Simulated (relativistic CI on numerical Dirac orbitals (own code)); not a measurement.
# Ru¹¹⁺: how the levels respond to the fine-structure constant and the nuclear radius

How sensitive are the low transitions of Ru¹¹⁺ to a change of α? Wanted is q = dE/dx with x = (α/α0)² − 1, and the field-shift factor by the mean square nuclear radius, for the lowest 30 levels.

Program: relativistic CI on numerical Dirac orbitals (own code) version 4. Level of theory: Dirac-Coulomb-Breit CI, KLI orbitals optimised for each configuration, derivatives by finite differences. These are calculated values, not measurements, unless marked.

## 1. Starting point

```
ion                 : Ru¹¹⁺ (Ru XII)
nuclear charge      : 44
electrons           : 33
isotope             : A = 102
first configuration : [Ar] 3d10 4s2 4p3
```

The outer shells:

[Ar] 3d10 4s2 4p3
```
[Ar] core
3d [↑↓][↑↓][↑↓][↑↓][↑↓]
4s [↑↓]
4p [↑ ][↑ ][↑ ]
```

## 2. The run

The run's settings:

```ini
atom Ru  Z=44  charge=11  electrons=33
nucleus A=102  rms_radius_fm=4.4809
hamiltonian dirac-coulomb  breit=on  qed=off  c_scale=1
orbitals kli  potential=per-configuration
slater_scale 1
correlation none
mixing on
configurations
  [Ar] 3d10 4s2 4p3
  [Ar] 3d10 4s 4p4
  [Ar] 3d10 4p5
  [Ar] 3d10 4s2 4p2 4d
  [Ar] 3d10 4s 4p3 4d
  [Ar] 3d10 4s2 4p2 4f
  [Ar] 3d10 4s2 4p 4d2
  [Ar] 3d10 4s2 4d3
  [Ar] 3d10 4s 4p 4d3
  [Ar] 3d10 4s2 4d2 4f
end
derivatives alpha2 +-0.01 radius +-1%
```

Command:

```sh
$ python run_levels.py task.json out
```

task.json lists these runs, among others, and the program works through them in turn.

From the run's result record (rounded, not every field):

```text
{
  "status": "converged",
  "levels [i, E_cm, J2, conf, term, w_term]": [
    [0, 0, 3, "4s2 4p3", "4S*", 0.7713],
    [1, 33391.664, 3, "4s2 4p3", "2D*", 0.6918],
    [2, 45197.944, 5, "4s2 4p3", "2D*", 0.9753],
    [3, 68404.973, 1, "4s2 4p3", "2P*", 0.97],
    [4, 90776.513, 3, "4s2 4p3", "2P*", 0.6793],
    [5, 273430.55, 5, "4s 4p4", "4P", 0.8816],
    [6, 294186.82, 3, "4s 4p4", "4P", 0.8862],
    [7, 300033.6, 1, "4s 4p4", "4P", 0.8514],
    [8, 341408.2, 3, "4s 4p4", "2D", 0.7514],
    [9, 348647.5, 5, "4s 4p4", "2D", 0.7925],
    [10, 388453.05, 1, "4s 4p4", "2S", 0.5533],
    [11, 395682.06, 3, "4s 4p4", "2P", 0.5431],
    [12, 425853.04, 1, "4s 4p4", "2P", 0.3642],
    [13, 427351.79, 3, "4s2 4p2 4d", "4F", 0.8318],
    [14, 436192.17, 5, "4s2 4p2 4d", "4F", 0.745],
    [15, 450478.14, 7, "4s2 4p2 4d", "4F", 0.8545],
    [16, 451899.27, 5, "4s2 4p2 4d", "2F", 0.6738],
    [17, 457942.1, 1, "4s2 4p2 4d", "4D", 0.9333],
    [18, 459707.76, 3, "4s2 4p2 4d", "4D", 0.8341],
    [19, 460189.87, 7, "4s2 4p2 4d", "2F", 0.4808],
    [20, 463171.45, 9, "4s2 4p2 4d", "4F", 0.8542],
    [21, 470859.13, 5, "4s2 4p2 4d", "4D", 0.5614],
    [22, 490889.55, 7, "4s2 4p2 4d", "4D", 0.394],
    [23, 502701.42, 3, "4s2 4p2 4d", "2P", 0.5297],
    [24, 504691.02, 7, "4s2 4p2 4d", "2G", 0.6981],
    [25, 512124.52, 9, "4s2 4p2 4d", "2G", 0.8538],
    [26, 517520.44, 5, "4s2 4p2 4d", "4P", 0.7767],
    [27, 519451.9, 3, "4s2 4p2 4d", "2D", 0.3591],
    [28, 522902.75, 1, "4s2 4p2 4d", "2P", 0.3995],
    [29, 529655.11, 3, "4s2 4p2 4d", "2D", 0.446]
  ],
  "sensitivity [i, q_alpha_cm, field_shift_GHz_per_fm2]": [
    [0, 0, 0],
    [1, 1.277e+04, -0.1957],
    [2, 2.316e+04, -0.2998],
    [3, 2.373e+04, -0.7703],
    [4, 5.702e+04, -1.335],
    [5, 3.876e+04, -40.55],
    [6, 6.068e+04, -40.55],
    [7, 6.169e+04, -40.61],
    [8, 5.13e+04, -36.26],
    [9, 6.396e+04, -37.16],
    [10, 5.451e+04, -35.72],
    [11, 5.052e+04, -26.52],
    [12, 8.231e+04, -27.96],
    [13, 4756, 1.031],
    [14, 1.318e+04, 1.662],
    [15, 3.29e+04, 1.51],
    [16, 2.26e+04, 1.577],
    [17, 3.378e+04, -1.003],
    [18, 3.247e+04, 0.09457],
    [19, 3.053e+04, 1.535],
    [20, 4.2e+04, 1.404],
    [21, 4.224e+04, 1.067],
    [22, 5.777e+04, 1.125],
    [23, 3.542e+04, -11.72],
    [24, 5.219e+04, 1.235],
    [25, 5.861e+04, 1.196],
    [26, 3.181e+04, -1.681],
    [27, 3.15e+04, -0.3758],
    [28, 4.051e+04, -4.088],
    [29, 4.11e+04, -0.7722]
  ],
  "n_levels_all": 30,
  "configurations [conf, odd, states]": [
    ["4s2 4p3", 1, 20],
    ["4s 4p4", 0, 30],
    ["4p5", 1, 6],
    ["4s2 4p2 4d", 0, 150],
    ["4s 4p3 4d", 1, 400],
    ["4s2 4p2 4f", 1, 210],
    ["4s2 4p 4d2", 1, 270],
    ["4s2 4d3", 0, 120],
    ["4s 4p 4d3", 1, 1440],
    ["4s2 4d2 4f", 1, 630]
  ]
}
```

Run time: 3.5 s. Hardware: 1 thread of Neoverse-N1, shared host.

The relative sensitivity K = 2q/E of the transition from the lowest level:

```csv
level,energy (cm⁻¹),q (cm⁻¹),K,field shift (GHz/fm²)
4p3 2D°3/2,33392,12770,0.765,-0.196
4p3 2D°5/2,45198,23160,1.025,-0.3
4p3 2P°1/2,68405,23730,0.694,-0.77
4p3 [4p3/2^3] J=3/2°,90777,57020,1.256,-1.34
4s 4p4 4P5/2,273431,38760,0.284,-40.5
4s 4p4 4P3/2,294187,60680,0.413,-40.6
4s 4p4 4P1/2,300034,61690,0.411,-40.6
4s 4p4 2D3/2,341408,51300,0.300,-36.3
4s 4p4 2D5/2,348648,63960,0.367,-37.2
4s 4p4 2S1/2,388453,54510,0.281,-35.7
4s 4p4 2P3/2,395682,50520,0.255,-26.5
4s 4p4 2P1/2 + 4p2 4d 2P,425853,82310,0.387,-28
4p2 4d 4F3/2,427352,4756,0.022,1.03
4p2 4d 4F5/2,436192,13180,0.060,1.66
4p2 4d 4F7/2,450478,32900,0.146,1.51
4p2 4d 2F5/2,451899,22600,0.100,1.58
4p2 4d 4D1/2,457942,33780,0.148,-1
```

## 3. Outcome

| quantity | value |
| --- | --- |
| lowest level | 4p3 4S°3/2 |
| largest q in size, lowest 30 levels | 82310 cm⁻¹ (4s 4p4 2P1/2 + 4p2 4d 2P) |
| largest K in size within the lowest configuration | 1.26 (4p3 [4p3/2^3] J=3/2°) |
| largest field-shift factor among them | -40.6 GHz/fm² (4s 4p4 4P1/2) |

Among these levels the largest q belongs to 4s 4p4 2P1/2 + 4p2 4d 2P, a change of configuration. K = 2q/E, the relative sensitivity of a level, hangs on the computed energy: between configurations that lie close it can be off by a factor of several.
